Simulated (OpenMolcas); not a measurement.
**Ag³⁺ among point charges: CASSCF and CASPT2 levels and susceptibility**

Aim: the splitting of the states of Ag³⁺ in the field of 6 point charges, its lowest levels with spin-orbit coupling and its magnetic susceptibility.

Method: state-averaged CASSCF and CASPT2, spin-orbit coupling by RASSI with atomic mean-field integrals. Code: OpenMolcas 26.06.

**1. Starting point**

```
Species                           : Ag³⁺ (silver, Z = 47, 44 electrons)
Basis                             : ANO-RCC-VDZP [6s5p3d1f], 43 functions
Scalar Hamiltonian                : DKH2, point nucleus
Inactive shells                   : 1s 2s 2p 3s 3p 3d 4s 4p
Active space                      : 8 electrons in 5 orbitals (4d)
Some configurations of this space : 4d⁸
Orbitals                          : optimised for each spin and parity, averaged over all roots
```

Outer shells as boxes (Hund's rule):

4d8
```
4d [↑↓][↑↓][↑↓][↑ ][↑ ]
```

The ion sits among 6 point charges of -1.36 e arranged as an octahedron (Oh), 1.82 Å from the ion.

Each step is its own input file, run in one work folder so that later steps find the files of earlier ones. Labels, J, g values, rates, χT and fits are worked out afterwards by a script from the matrices that RASSI stores. The input lists half of the charges; inversion (Group=XYZ) makes the rest.

**2. One- and two-electron integrals**

a.inp

```
&GATEWAY
Coord
1

Ag 0.0 0.0 0.0
Basis=ANO-RCC-VDZP
Group=XYZ
NoMove
AngMom=0.0 0.0 0.0
AMFI
XField
3 Angstrom 0
1.820000 0.000000 0.000000 -1.360000
0.000000 1.820000 0.000000 -1.360000
0.000000 0.000000 1.820000 -1.360000
&SEWARD
```

Launch:

```
OMP_NUM_THREADS=1 MOLCAS_MEM=1689 MOLCAS_PROJECT=a pymolcas a.inp > a.log
```

**3. Reference wave functions, triplets of even parity, 10 roots**

a.inp

```
&RASSCF
FileOrb=start.orb
Symmetry=1
Spin=3
nActEl=8 0 0
Inactive=9 9
Ras2=5 0
CIRoot=10 10 1
SDav=10
CIMx=300
Iter=120 100
PrWF=0.3
OrbListing=Nothing
MaxOrb=0
>>> COPY $Project.JobIph JOB001
```

start.orb holds the contracted functions of the basis, ordered by shell, or the orbitals of the step before.

**4. Reference wave functions, singlets of even parity, 15 roots**

a.inp

```
&RASSCF
FileOrb=start.orb
Symmetry=1
Spin=1
nActEl=8 0 0
Inactive=9 9
Ras2=5 0
CIRoot=15 15 1
SDav=15
CIMx=300
Iter=120 100
PrWF=0.3
OrbListing=Nothing
MaxOrb=0
>>> COPY $Project.JobIph JOB002
```

**5. RASSI: spin-orbit coupling between the states**

a.inp

```
&RASSI
NrOfJobIphs=2 10 15
1 2 3 4 5 6 7 8 9 10
1 2 3 4 5 6 7 8 9 10 11 12 13 14 15
IphNames
JOB001
JOB002
EJob
SpinOrbit
DIPRint=1.0
SOCoupling=1000.0
Subsets=2
Property=9
'ANGMOM' 1 'ANGMOM' 2 'ANGMOM' 3 'MLTPL  1' 1 'MLTPL  1' 2 'MLTPL  1' 3
'AMFI' 1 'AMFI' 2 'AMFI' 3
SOProperty=3
'ANGMOM' 1 'ANGMOM' 2 'ANGMOM' 3
```

**6. CASPT2: IPEA 0.25, imaginary shift 0.1 (closed shells correlated: 4s 4p)**

a.inp

```
>>> COPY JOB001 $Project.JobIph
&CASPT2
Multistate=10 1 2 3 4 5 6 7 8 9 10
NoMult
Frozen=8 6
IPEA=0.25
Imaginary=0.1
MaxIter=60
WThr=0.0 0.3 0.05
PrWF=0.5
NoMix
>>> COPY JOB002 $Project.JobIph
&CASPT2
Multistate=15 1 2 3 4 5 6 7 8 9 10 11 12 13 14 15
NoMult
Frozen=8 6
IPEA=0.25
Imaginary=0.1
MaxIter=60
WThr=0.0 0.3 0.05
PrWF=0.5
NoMix
```

(Steps that only read results are left out.)

Q: Predict the outcome of this session. Wanted: spin-free ground state; first state of the same spin within the active space; lowest level; next level.

The runs gave:

```
                                            quantity                                                                        value
                                              method  SS-CASPT2, IPEA 0.25, imaginary shift 0.1 (closed shells correlated: 4s 4p)
                              spin-free ground state                                              3A2, 1-fold in its orbital part
first state of the same spin within the active space                                                             3T2 at 7170 cm⁻¹
                                        lowest level                                                                    3-fold T2
                                          next level                                                                  6169.3 cm⁻¹
                                         χT at 300 K                                                               2.03 cm³ K/mol
                           effective moment at 300 K                                                                      4.03 μB
```

Cost by method:

```
                                              method  time of its own steps  time with the reference
                                           A. CASSCF                  5.2 s                    5.2 s
B. SS-CASPT2, IPEA 0.25, imaginary shift 0.1, +4s 4p                  1.8 s                      7 s
```

Times are of one thread on a shared host.

The spin-free ground state (3A2) comes to 100 % from free-ion F terms and keeps the highest spin of the shell. χT at 300 K is 2.03, against 1.00 cm³ K/mol for the spin alone, so orbital moment adds to it. CASPT2 does not keep the components of a term degenerate, and the means are used. The field of point charges can differ much from that of real complexes. Point charges carry no covalency, so the field is a model and not that of real ligands.
